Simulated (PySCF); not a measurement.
# TcF4 (quartet) with other numerical set-ups

Aim: see how much the energy and properties of TcF4 (quartet) depend on the numerical set-up.

Computed with PySCF 2.14.0. Level: method and basis as typed in the scripts.

2 further runs of the same task are left out: 2 that didn't finish.

**1. Starting geometry**

TcF4 (quartet): 5 atoms, charge 0, spin multiplicity 4.

Bond lengths: Tc1–F2 1.850 Å, Tc1–F3 1.850 Å, Tc1–F4 1.849 Å, Tc1–F5 1.849 Å. Angles: F2–Tc1–F3 121.8°, F2–Tc1–F4 121.7°, F2–Tc1–F5 87.5°, F3–Tc1–F4 87.5°, F3–Tc1–F5 121.7°, F4–Tc1–F5 120.6°.

Coordinates:

```xyz
5
F4Tc
Tc    0.0000    0.0000   -0.0010
F    -0.2678    1.5940   -0.9003
F     0.2678   -1.5940   -0.9003
F     1.5685   -0.3455    0.9154
F    -1.5685    0.3455    0.9154
```

**2. The base run**

input.py reads:

```python
from pyscf import gto, scf

mol = gto.M(
    atom='Tc 0 0 -0.001; F -0.2678 1.594 -0.9003; F 0.2678 -1.594 -0.9003; F 1.5685 -0.3455 0.9154; F -1.5685 0.3455 0.9154',
    basis='sbkjc',
    ecp={'Tc': 'sbkjc', 'F': 'sbkjc'},
    charge=0,
    spin=3,
    verbose=3,
)
mf = scf.UHF(mol)
mf = mf.newton()
mf.kernel()
mf.dip_moment()
print('orbital energies (hartree):', [e[max(0, n-3):n+3].round(4) for e, n in zip(mf.mo_energy, mol.nelec)])
```

Started as:

```
OMP_NUM_THREADS=1 python input.py
```

**3. Core potential off**

Variant 1 changes core potential: on → off. The core potential changes with it: totals don't compare.

input.py: that of step 2 with these lines changed.

```diff
@@ -5,3 +5,2 @@
     basis='sbkjc',
-    ecp={'Tc': 'sbkjc', 'F': 'sbkjc'},
     charge=0,
```

**4. Ano-rcc-vdzp (core potential off, X2C on)**

Variant 2 changes basis set: sbkjc → ano-rcc-vdzp; core potential: on → off; spin-free X2C: off → on. The core potential changes with it: totals don't compare.

input.py: that of step 2 with these lines changed.

```diff
@@ -4,4 +4,3 @@
     atom='Tc 0 0 -0.001; F -0.2678 1.594 -0.9003; F 0.2678 -1.594 -0.9003; F 1.5685 -0.3455 0.9154; F -1.5685 0.3455 0.9154',
-    basis='sbkjc',
-    ecp={'Tc': 'sbkjc', 'F': 'sbkjc'},
+    basis='ano-rcc-vdzp',
     charge=0,
@@ -11,2 +10,3 @@
 mf = scf.UHF(mol)
+mf = mf.sfx2c1e()
 mf = mf.newton()
```

Before running it: what results should come out? Wanted: for each run, E(SCF); from base; gap, α spin; SCF dipole.

**Answer**, as computed:

| run | E(SCF) (hartree) | from base (eV) | gap, α spin (eV) | SCF dipole (D) | functions |
| --- | --- | --- | --- | --- | --- |
| base | -175.245137 | 0 | n/a | 0.08 | 63 |
| core potential off (poor choice) | -1101.288499 | not comparable | 3.61 | 0.04 | 63 |
| ano-rcc-vdzp (core potential off, X2C on) | -4681.272978 | not comparable | 13.65 | 0.08 | 99 |

In words: The dearest run is “ano-rcc-vdzp (core potential off, X2C on)”, at 40 s against 3.5 s. Rows marked «poor choice» come from settings spoiled on purpose.
